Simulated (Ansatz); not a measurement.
**CH3NOSi: vertical ionisation energy**

Aim: the vertical ionisation energy of CH3NOSi, as cation minus neutral at the neutral's geometry, on several levels, and how well −ε(HOMO) stands in for it.

Computed with Ansatz 0.2.0, Gaussian basis. Level: unrestricted cation, the program's frozen cores in correlated methods.

Levels to be run: UKS PBE-D4/def2-TZVPP; UKS r2SCAN-D4/def2-TZVPP; UKS PBE0-D4/def2-TZVPP; UKS B3LYP-D4/def2-TZVPP; UKS wB97X-V/def2-TZVPP; UKS wB97M-V/def2-TZVPP; UKS B2PLYP/def2-TZVPP; UHF-CCSD(T)/def2-TZVPP; UHF-MP2/def2-QZVPP; extrapolation to the limit; then −ε(HOMO) from the neutral's earlier runs with LDA (SPW92), PBE-D4, revPBE-D4, BLYP-D4, r2SCAN-D4, B97M-V, PBE0-D4, B3LYP-D4, r2SCANh-D4, r2SCAN0-D4, HSE06-D4, BHLYP-D4, CAM-B3LYP-D4, LC-ωPBE, ωB97X-V, ωB97M-V.

## 1. The geometry

An earlier PBE0-D4 in a triple-zeta def2 set relaxation fixed the geometry.

SMILES `O=C1N[SiH2]1`, 7 atoms, charge 0, spin multiplicity 1.

Atoms are counted from 1 here; the program's logs count them from 0.

Bond lengths: O1–C2 1.195 Å, C2–N3 1.356 Å, C2–Si4 1.871 Å, N3–Si4 1.741 Å, N3–H5 1.013 Å, Si4–H6 1.483 Å, Si4–H7 1.483 Å. Angles: O1–C2–N3 137.1°, O1–C2–Si4 159.9°, N3–C2–Si4 63.0°, C2–N3–Si4 73.1°, C2–N3–H5 130.4°, Si4–N3–H5 156.5°, C2–Si4–N3 43.9°, C2–Si4–H6 124.3°, C2–Si4–H7 124.3°, N3–Si4–H6 117.1°, N3–Si4–H7 117.1°, H6–Si4–H7 110.7°.

## 2. Cation, UKS PBE-D4/def2-TZVPP

in.yaml reads:

```yaml
crystal:
  periodic: [false, false, false]
  atoms:
    - {symbol: O, position_ang: [-1.110295, -1.979368, 0.119265]}
    - {symbol: C, position_ang: [-0.528431, -0.938820, 0.044467]}
    - {symbol: N, position_ang: [0.528862, -0.345489, 0.652053]}
    - {symbol: Si, position_ang: [-0.071785, 0.781136, -0.531912]}
    - {symbol: H, position_ang: [1.136140, -0.681917, 1.389100]}
    - {symbol: H, position_ang: [-0.695742, 2.027291, -0.023465]}
    - {symbol: H, position_ang: [0.802551, 1.069266, -1.695208]}
basis:
  gaussian: {orbitals: def2-TZVPP}
total_charge: 1
magnetization: {spin_polarized: true, initial_magnetization: 1}
hamiltonian: {xc: pbe, dispersion: d4}
```

On the command line:

```bash
$ ansatz run in.yaml --threads 2 --pin off --events-out ev --progress --plain --max-ram 4352MiB
```

After this run come: Cation, UKS r2SCAN-D4/def2-TZVPP; Cation, UKS PBE0-D4/def2-TZVPP; Cation, UKS B3LYP-D4/def2-TZVPP; Cation, UKS wB97X-V/def2-TZVPP; Cation, UKS wB97M-V/def2-TZVPP; Cation, UKS B2PLYP (frozen core)/def2-TZVPP; Cation, UHF-CCSD(T)/def2-TZVPP; Cation, UHF-MP2/def2-QZVPP.

**Question.** What will the summary of the whole plan be? Wanted: ionisation energy, CCSD(T)/CBS; nearest functional by difference; nearest −ε(HOMO); −ε(HOMO) of PBE; T1 of the cation.

The runs gave:

| quantity | value |
| --- | --- |
| ionisation energy, CCSD(T)/CBS | 9.29 eV |
| nearest functional by difference | B3LYP-D4 (-0.16 eV) |
| nearest −ε(HOMO) | LC-ωPBE (+0.13 eV) |
| −ε(HOMO) of PBE | 5.59 eV |
| T1 of the cation | 0.036 |

In words: Energy differences with functionals land within 0.30 eV of the reference. −ε(HOMO) of PBE misses by 3.7 eV, since self-interaction lifts the level. Among orbital estimates LC-ωPBE comes nearest. Hartree-Fock falls 1.42 eV short, as the neutral has more correlation energy than the cation. The cation's T1 (from the report) is 0.036, near the customary mark of 0.045 for open shells, so the coupled-cluster value is less safe.
